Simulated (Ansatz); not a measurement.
BiTe:

```
Bi Te
1.0
     0.00000    3.23500    3.23500
     3.23500    0.00000    3.23500
     3.23500    3.23500    0.00000
Bi Te
1 1
Cartesian
  0.0000 0.0000 0.0000
  3.2350 3.2350 3.2350
```

| Property | Result |
| --- | --- |
| Program | Ansatz 0.2.0 |
| Task | single point |
| Functional | PBE |
| Potentials or basis | all-electron LAPW, scalar-relativistic |
| Cutoff | 177 eV (chosen from the basis error) |
| Basis error allowed | 0.001 eV/atom |
| k mesh | 7 × 7 × 7 |
| Occupations | fermi-dirac, width 0.05 eV |
| Spin | no spin polarisation |

On this cell: pressure 0.9 GPa; largest force zero by symmetry; band gap on the k mesh none (metal or under the smearing width).

The same run follows on a disturbed copy (atoms moved at random, drawn with an rms of 0.05 Å):

```
CELL_PARAMETERS angstrom
0.00000 3.23500 3.23500
3.23500 0.00000 3.23500
3.23500 3.23500 0.00000
ATOMIC_POSITIONS crystal
Bi 0.98294 0.99120 0.02381
Te 0.49611 0.49225 0.50219
```

Task: What does the disturbed cell give?

Result: The energy (extrapolated to zero smearing) moves by +5.2 meV/atom; pressure 1.1 GPa; largest force 0.244 eV/Å; band gap on the k mesh none (metal or under the smearing width).

Forces on the atoms (eV/Å):
```
Bi  -0.191 -0.077  0.131
Te   0.191  0.077 -0.131
```

Stress tensor (GPa, compression positive):
```
 1.10 -0.06  0.10
-0.06  1.03  0.04
 0.10  0.04  1.06
```

Caveats: spin-orbit coupling is left out, which moves the levels of the heavy elements.
